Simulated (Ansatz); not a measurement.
# F₂HNbO₂: up Jacob's ladder to CCSD(T)

An exercise on one series of results from a longer session: the logs are not shown, and one member is left open.

Method: functionals in def2-TZVPP, the program's frozen cores in correlated methods; program: Ansatz 0.2.0, Gaussian basis.

Plan: LDA (SPW92), PBE-D4, revPBE-D4, BLYP-D4, r2SCAN-D4, B97M-V, PBE0-D4, B3LYP-D4, r2SCANh-D4, r2SCAN0-D4, HSE06-D4, BHLYP-D4, CAM-B3LYP-D4, LC-ωPBE, ωB97X-V, ωB97M-V, B2PLYP, PBE-QIDH; CCSD(T)/def2-SVP; CCSD(T)/def2-TZVPP; MP2/def2-QZVPP; extrapolation to the limit; RPA on PBE.

### The geometry

All runs share one geometry, relaxed beforehand with PBE0-D4 in a triple-zeta def2 set. Nb takes the def2 core potential; no spin-orbit term is included.

6 atoms, charge 0, spin multiplicity 1.

Atoms are counted from 1 here; the program's logs count them from 0.

Bond lengths: O1–Nb2 1.687 Å, Nb2–O3 1.878 Å, Nb2–F4 1.866 Å, Nb2–F5 1.866 Å, O3–H6 0.959 Å. Angles: O1–Nb2–O3 108.0°, O1–Nb2–F4 108.4°, O1–Nb2–F5 108.4°, O3–Nb2–F4 110.2°, O3–Nb2–F5 110.2°, F4–Nb2–F5 111.5°, Nb2–O3–H6 131.0°.

Set-up of the first run:

in.yaml reads:

```yaml
crystal:
  periodic: [false, false, false]
  atoms:
    - {symbol: O, position_ang: [-1.552134, -0.060318, 0.828564]}
    - {symbol: Nb, position_ang: [-0.299102, 0.159799, -0.279332]}
    - {symbol: O, position_ang: [1.287612, -0.466457, 0.506322]}
    - {symbol: F, position_ang: [-0.689820, -0.825504, -1.815542]}
    - {symbol: F, position_ang: [-0.156454, 1.982541, -0.654407]}
    - {symbol: H, position_ang: [1.451997, -0.854061, 1.368196]}
basis:
  gaussian: {orbitals: def2-TZVPP}
hamiltonian: {xc: lda}
output: {orbitals: {seedname: orbitals}}
```

On the command line:

```sh
$ ansatz run in.yaml --threads 4 --pin off --events-out ev --progress --plain --max-ram 10444MiB
```

Among the steps run: LDA; PBE-D4 (GGA); revPBE-D4 (GGA); BLYP-D4 (GGA); r2SCAN-D4 (meta-GGA); B97M-V (meta-GGA); PBE0-D4 (hybrid); B3LYP-D4 (hybrid); r2SCANh-D4 (hybrid); r2SCAN0-D4 (hybrid); HSE06-D4 (hybrid); BHLYP-D4 (hybrid); CAM-B3LYP-D4 (range-separated); LC-ωPBE (range-separated); ωB97X-V (range-separated); ωB97M-V (range-separated); B2PLYP (double hybrid); PBE-QIDH (double hybrid).

One table of the session follows, with a row left open; its other results are not shown here.

It belongs to the step «Frontier levels by functional». 

```
  functional  HOMO (eV)  LUMO (eV)  gap (eV)
 LDA (SPW92)      -8.76      -2.81      5.95
      PBE-D4      -8.48      -2.52      5.97
   revPBE-D4      -8.38      -2.40      5.98
     BLYP-D4      -8.38      -2.46      5.93
   r2SCAN-D4      -8.87      -2.42      6.45
      B97M-V      -8.90      -2.37      6.53
     PBE0-D4     -10.18      -1.70      8.48
    B3LYP-D4      -9.91      -1.98      7.93
  r2SCANh-D4          ?          ?         ?
  r2SCAN0-D4     -10.46      -1.63      8.83
    HSE06-D4      -9.77      -2.08      7.69
    BHLYP-D4     -11.78      -0.78     11.00
CAM-B3LYP-D4     -11.68      -0.60     11.08
     LC-ωPBE     -13.03       0.71     13.74
     ωB97X-V     -12.67       0.60     13.26
     ωB97M-V     -12.61       0.40     13.01
```

Estimate the missing values for r2SCANh-D4.

Worked estimate for «HOMO (eV)». Against the share of exact exchange, r2SCAN-D4 (0, -8.87), r2SCAN0-D4 (0.25, -10.46) give a slope of -6.36 per unit share; at 0.1 the line stands at -9.51.

The run gave: HOMO (eV): -9.50; LUMO (eV): -2.11; gap (eV): 7.40. In «HOMO (eV)» the line misses by -0.01.
